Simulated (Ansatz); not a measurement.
# CsZn4As3: the cost of one run

Program: Ansatz 0.2.0. PAW datasets, plane waves, zero pressure. No spin polarisation and no zero-point or thermal motion.

### Step 1. The structure to begin with

It is tetragonal, P4/mmm (No. 123); conventional cell a = 4.179 Å, c = 10.571 Å, 23.08 Å³ an atom. Around Cs lie 8 As at 3.74 Å and 4 Cs at 4.18 Å and 8 Zn at 4.20 Å; around Zn lie 4 As at 2.49–2.65 Å; around As lie 4 Zn at 2.49 Å; around As lie 8 Zn at 2.65 Å.

Coordinates:

```
CELL_PARAMETERS angstrom
4.17890 0.00000 0.00000
0.00000 4.17890 0.00000
0.00000 0.00000 10.57100
ATOMIC_POSITIONS crystal
Cs 0.00000 0.00000 0.50000
Zn 0.00000 0.50000 0.15487
Zn 0.50000 0.00000 0.15487
Zn 0.00000 0.50000 0.84513
Zn 0.50000 0.00000 0.84513
As 0.50000 0.50000 0.28373
As 0.50000 0.50000 0.71627
As 0.00000 0.00000 0.00000
```

### Step 2. Relaxing with PBE

The input, input.yaml:

```yaml
crystal:
  lattice:
    - [4.1789, 0.0, 0.0]
    - [0.0, 4.1789, 0.0]
    - [0.0, 0.0, 10.571]
  atoms:
    - { symbol: Cs, position: [0.0, 0.0, 0.5] }
    - { symbol: Zn, position: [0.0, 0.5, 0.15487] }
    - { symbol: Zn, position: [0.5, 0.0, 0.15487] }
    - { symbol: Zn, position: [0.0, 0.5, 0.84513] }
    - { symbol: Zn, position: [0.5, 0.0, 0.84513] }
    - { symbol: As, position: [0.5, 0.5, 0.28373] }
    - { symbol: As, position: [0.5, 0.5, 0.71627] }
    - { symbol: As, position: [0.0, 0.0, 0.0] }
kpoints:
  mp_grid: { grid: [6, 6, 2] }
hamiltonian:
  xc: pbe
scf:
  occupations: { method: fermi_dirac, width: 0.02 }
relax:
  f_tol: 0.005
  cell: {}
```

Launch:

```bash
$ ansatz run input.yaml --threads 2 --pin off --max-ram 20275MiB --backend cpu --events-out ev --progress --plain --runs-dir out
```

**Question.** How long does this run take on 2 threads of AMD EPYC 7R13 (Zen 3), shared host, and how much memory does it need?

About 29 s, with a peak of 0.82 GiB.
